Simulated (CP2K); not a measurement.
Input of a CP2K 2026.2 run:

File sise_bands.inp:

```
&GLOBAL
  PROJECT sise_bands
  RUN_TYPE ENERGY_FORCE
  PRINT_LEVEL LOW
&END GLOBAL
&FORCE_EVAL
  METHOD QS
  STRESS_TENSOR ANALYTICAL
  &DFT
    BASIS_SET_FILE_NAME BASIS_MOLOPT_UZH
    POTENTIAL_FILE_NAME POTENTIAL_UZH
    &MGRID
      CUTOFF 675
      REL_CUTOFF 60
      NGRIDS 5
    &END MGRID
    &QS
      METHOD GPW
      EPS_DEFAULT 1.0E-10
    &END QS
    &KPOINTS
      SCHEME MONKHORST-PACK 9 9 7
      GAMMA_CENTERED T
      SYMMETRY T
      SYMMETRY_BACKEND SPGLIB
    &END KPOINTS
    &SCF
      SCF_GUESS ATOMIC
      EPS_SCF 1.0E-6
      MAX_SCF 100
      ADDED_MOS 10
      CHOLESKY OFF
      EPS_EIGVAL 1.0E-7
      &DIAGONALIZATION ON
        ALGORITHM STANDARD
      &END DIAGONALIZATION
      &MIXING ON
        METHOD BROYDEN_MIXING
        ALPHA 0.4
        BETA 1.5
        NBUFFER 8
      &END MIXING
      &SMEAR ON
        METHOD FERMI_DIRAC
        ELECTRONIC_TEMPERATURE [K] 580.226
      &END SMEAR
    &END SCF
    &XC
      &XC_FUNCTIONAL
        &GGA_X_B88
        &END GGA_X_B88
        &GGA_C_LYP
        &END GGA_C_LYP
      &END XC_FUNCTIONAL
    &END XC
    &PRINT
      &KPOINTS ON
      &END KPOINTS
      &MULLIKEN ON
      &END MULLIKEN
      &MO ON
        ENERGIES T
        OCCUPATION_NUMBERS T
        &EACH
          QS_SCF 0
        &END EACH
        ADD_LAST NUMERIC
      &END MO
      &BAND_STRUCTURE
        FILE_NAME bands.bs
        ADDED_MOS 4
        &KPOINT_SET
          UNITS B_VECTOR
          NPOINTS 6
          SPECIAL_POINT GAMMA 0.00000000 0.00000000 0.00000000
          SPECIAL_POINT M 0.50000000 0.00000000 0.00000000
          SPECIAL_POINT K 0.33333333 0.33333333 0.00000000
          SPECIAL_POINT GAMMA 0.00000000 0.00000000 0.00000000
          SPECIAL_POINT A 0.00000000 0.00000000 0.50000000
          SPECIAL_POINT L 0.50000000 0.00000000 0.50000000
          SPECIAL_POINT H 0.33333333 0.33333333 0.50000000
          SPECIAL_POINT A 0.00000000 0.00000000 0.50000000
        &END KPOINT_SET
        &KPOINT_SET
          UNITS B_VECTOR
          NPOINTS 6
          SPECIAL_POINT L 0.50000000 0.00000000 0.50000000
          SPECIAL_POINT M 0.50000000 0.00000000 0.00000000
        &END KPOINT_SET
        &KPOINT_SET
          UNITS B_VECTOR
          NPOINTS 6
          SPECIAL_POINT K 0.33333333 0.33333333 0.00000000
          SPECIAL_POINT H 0.33333333 0.33333333 0.50000000
        &END KPOINT_SET
      &END BAND_STRUCTURE
    &END PRINT
  &END DFT
  &SUBSYS
    &CELL
      A 3.5952000000 0.0000000000 0.0000000000
      B -1.7976000000 3.1135300000 0.0000000000
      C 0.0000000000 0.0000000000 3.5987300000
      PERIODIC XYZ
    &END CELL
    &COORD
      Si  1.7976179760 1.0378329549 1.7993650000
      Se  0.0000000000 0.0000000000 0.0000000000
    &END COORD
    &KIND Si
      BASIS_SET TZVP-MOLOPT-PBE-GTH-q4
      POTENTIAL GTH-PBE-q4
    &END KIND
    &KIND Se
      BASIS_SET TZVP-MOLOPT-PBE-GTH-q6
      POTENTIAL GTH-PBE-q6
    &END KIND
    &PRINT
      &ATOMIC_COORDINATES ON
      &END ATOMIC_COORDINATES
      &CELL ON
      &END CELL
      &SYMMETRY ON
      &END SYMMETRY
    &END PRINT
  &END SUBSYS
  &PRINT
    &FORCES ON
    &END FORCES
    &STRESS_TENSOR ON
    &END STRESS_TENSOR
  &END PRINT
&END FORCE_EVAL
```

Potentials or basis: POTENTIAL_UZH Si GTH-PBE-q4, Se GTH-PBE-q6; TZVP-MOLOPT-PBE-GTH basis.

Launch:

```bash
$ OMP_NUM_THREADS=1 cp2k.psmp -i sise_bands.inp -o sise_bands.out
```

**Question.** Estimate the Mulliken charges.

**Answer.** Si +0.22; Se -0.22 e.

**Question.** Estimate the band gap on the k mesh.

**Answer.** None (metal or under the smearing width).

Levels at the corners of the path, in eV from the Fermi level:
| point | band 1 | band 2 | band 3 | band 4 | band 5 | band 6 | band 7 | band 8 | band 9 | band 10 |
| --- | --- | --- | --- | --- | --- | --- | --- | --- | --- | --- |
| Γ | -15.34 | -4.97 | -3.79 | -1.90 | -1.90 | 2.81 | 2.81 | 4.72 | 6.54 | 10.46 |
| M | -13.83 | -8.87 | -3.46 | -2.06 | -1.91 | 1.82 | 1.89 | 4.91 | 5.21 | 10.05 |
| K | -13.58 | -8.74 | -5.85 | -1.71 | 1.10 | 1.18 | 1.54 | 3.78 | 8.11 | 8.44 |
| Γ | -15.34 | -4.97 | -3.79 | -1.90 | -1.90 | 2.81 | 2.81 | 4.72 | 6.54 | 10.46 |
| A | -14.17 | -9.99 | -0.84 | -0.84 | 1.52 | 1.91 | 2.52 | 2.52 | 8.72 | 8.72 |
| L | -13.04 | -7.38 | -6.06 | -5.42 | -2.01 | 0.85 | 2.73 | 2.77 | 11.52 | 11.78 |
| H | -12.87 | -6.36 | -5.98 | -5.70 | -4.00 | -1.95 | 5.72 | 6.20 | 11.16 | 12.22 |
| A | -14.17 | -9.99 | -0.84 | -0.84 | 1.52 | 1.91 | 2.52 | 2.52 | 8.72 | 8.72 |
| L | -13.04 | -7.38 | -6.06 | -5.42 | -2.01 | 0.85 | 2.73 | 2.77 | 11.52 | 11.78 |
| M | -13.83 | -8.87 | -3.46 | -2.06 | -1.91 | 1.82 | 1.89 | 4.91 | 5.21 | 10.05 |
| K | -13.58 | -8.74 | -5.85 | -1.71 | 1.10 | 1.18 | 1.54 | 3.78 | 8.11 | 8.44 |
| H | -12.87 | -6.36 | -5.98 | -5.70 | -4.00 | -1.95 | 5.72 | 6.20 | 11.16 | 12.22 |

Caveat: the basis of atomic orbitals isn't converged, which shifts pressures, moduli and gaps.
